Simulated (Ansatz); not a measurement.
# CH₄S₂Sn: one species, many methods

How much do the methods differ for CH₄S₂Sn? The plan is to run it at one geometry with functionals of several rungs and with coupled cluster, and see how far each lands from CCSD(T) at the basis-set limit for the atomisation energy.

Computed with Ansatz 0.2.0, Gaussian basis. Level: functionals in def2-TZVPP, the program's frozen cores in correlated methods.

Levels to be run: LDA (SPW92), PBE-D4, revPBE-D4, BLYP-D4, r2SCAN-D4, B97M-V, PBE0-D4, B3LYP-D4, r2SCANh-D4, r2SCAN0-D4, HSE06-D4, BHLYP-D4, CAM-B3LYP-D4, LC-ωPBE, ωB97X-V, ωB97M-V, B2PLYP, PBE-QIDH; CCSD(T)/def2-SVP; CCSD(T)/def2-TZVPP; CCSD(T)/def2-QZVPP; extrapolation to the limit; RPA on PBE.

### 1 The geometry

The geometry comes from an earlier relaxation with PBE0-D4 in a triple-zeta def2 set; it is a stationary point, not always the lowest conformer. Sn takes the def2 core potential; no spin-orbit term is included.

8 atoms, charge 0, spin multiplicity 1.

Atoms are counted from 1 here; the program's logs count them from 0.

Bond lengths: C1–S2 1.809 Å, C1–H5 1.090 Å, C1–H6 1.090 Å, C1–H7 1.090 Å, S2–Sn3 2.424 Å, Sn3–S4 2.439 Å, S4–H8 1.342 Å. Angles: S2–C1–H5 111.2°, S2–C1–H6 111.2°, S2–C1–H7 107.0°, H5–C1–H6 110.1°, H5–C1–H7 108.6°, H6–C1–H7 108.6°, C1–S2–Sn3 110.5°, S2–Sn3–S4 101.5°, Sn3–S4–H8 98.4°.

### 2 LDA

This LDA is Slater exchange with PW92 correlation.

Input file in.yaml:

```yaml
crystal:
  periodic: [false, false, false]
  atoms:
    - {symbol: C, position_ang: [0.296672, 1.025149, -0.382225]}
    - {symbol: S, position_ang: [0.752562, 0.720795, 1.342098]}
    - {symbol: Sn, position_ang: [0.090341, -1.511472, 2.014835]}
    - {symbol: S, position_ang: [-0.930896, -2.354481, -0.033242]}
    - {symbol: H, position_ang: [-0.782760, 0.962116, -0.521534]}
    - {symbol: H, position_ang: [0.802631, 0.329766, -1.052298]}
    - {symbol: H, position_ang: [0.619930, 2.038037, -0.623428]}
    - {symbol: H, position_ang: [-0.756280, -1.267111, -0.800008]}
basis:
  gaussian: {orbitals: def2-TZVPP}
hamiltonian: {xc: lda}
output: {orbitals: {seedname: orbitals}}
```

Launch:

```console
$ ansatz run in.yaml --threads 2 --pin off --events-out ev --progress --plain --max-ram 32768MiB --backend cpu
```

Further steps of the session: PBE-D4 (GGA); revPBE-D4 (GGA); BLYP-D4 (GGA); r2SCAN-D4 (meta-GGA); B97M-V (meta-GGA); B3LYP-D4 (hybrid); r2SCANh-D4 (hybrid); r2SCAN0-D4 (hybrid); HSE06-D4 (hybrid); BHLYP-D4 (hybrid); CAM-B3LYP-D4 (range-separated); LC-ωPBE (range-separated); ωB97X-V (range-separated); ωB97M-V (range-separated); B2PLYP (double hybrid); PBE-QIDH (double hybrid); CCSD(T) in def2-SVP; CCSD(T) in def2-TZVPP; CCSD(T) in def2-QZVPP; RPA on PBE orbitals.

**Question.** What will the summary of the whole plan be? Wanted: atomisation energy, CCSD(T)/CBS; farthest beyond LDA; mean size of error, GGA; mean size of error, meta-GGA; mean size of error, hybrid; mean size of error, range-separated; mean size of error, double hybrid; gap, smallest and largest; T1 diagnostic.

The runs gave:

| quantity | value |
| --- | --- |
| atomisation energy, CCSD(T)/CBS | 26.771 eV |
| functionals within 0.268 eV (1.0 %) | revPBE-D4, BLYP-D4, r2SCAN-D4, PBE0-D4, B3LYP-D4, r2SCANh-D4, HSE06-D4, ωB97X-V, ωB97M-V |
| farthest beyond LDA | BHLYP-D4 (-0.935 eV) |
| mean size of error, GGA | 0.231 eV |
| mean size of error, meta-GGA | 0.176 eV |
| mean size of error, hybrid | 0.283 eV |
| mean size of error, range-separated | 0.284 eV |
| mean size of error, double hybrid | 0.492 eV |
| gap, smallest and largest | 2.92 eV (BLYP-D4), 8.98 eV (LC-ωPBE) |
| T1 diagnostic | 0.0157 |
| triples share of the correlation energy | 4.2 % |

**Reading.** The LDA atomisation energy is off by 4.018 eV (15 %): it overbinds. PBE-D4 is off by +0.544 eV. Double hybrids carry the basis error of their MP2 part in triple zeta, and no dispersion term here, so their miss is partly the set-up's. The rungs meta-GGA, GGA miss on average by less than the doubt on the reference (0.268 eV), so they tie. The reference freezes the cores and leaves out spin-orbit coupling and excitations past (T), and its outer-core shells are covered unevenly, so misses under about 0.268 eV can't be ranked. All levels share the lack of spin-orbit coupling, which lowers the free heavy atoms and so the true binding. Hartree-Fock recovers 69 % of the binding; the rest is correlation. CCSD(T) in def2-SVP is off by -2.329 eV, more than most functionals: a good method in a small basis is no reference. Orbital gaps span 2.9 to 9.0 eV; exact exchange widens them. Correlated methods include outer-core shells of Sn, which these sets cover unevenly.
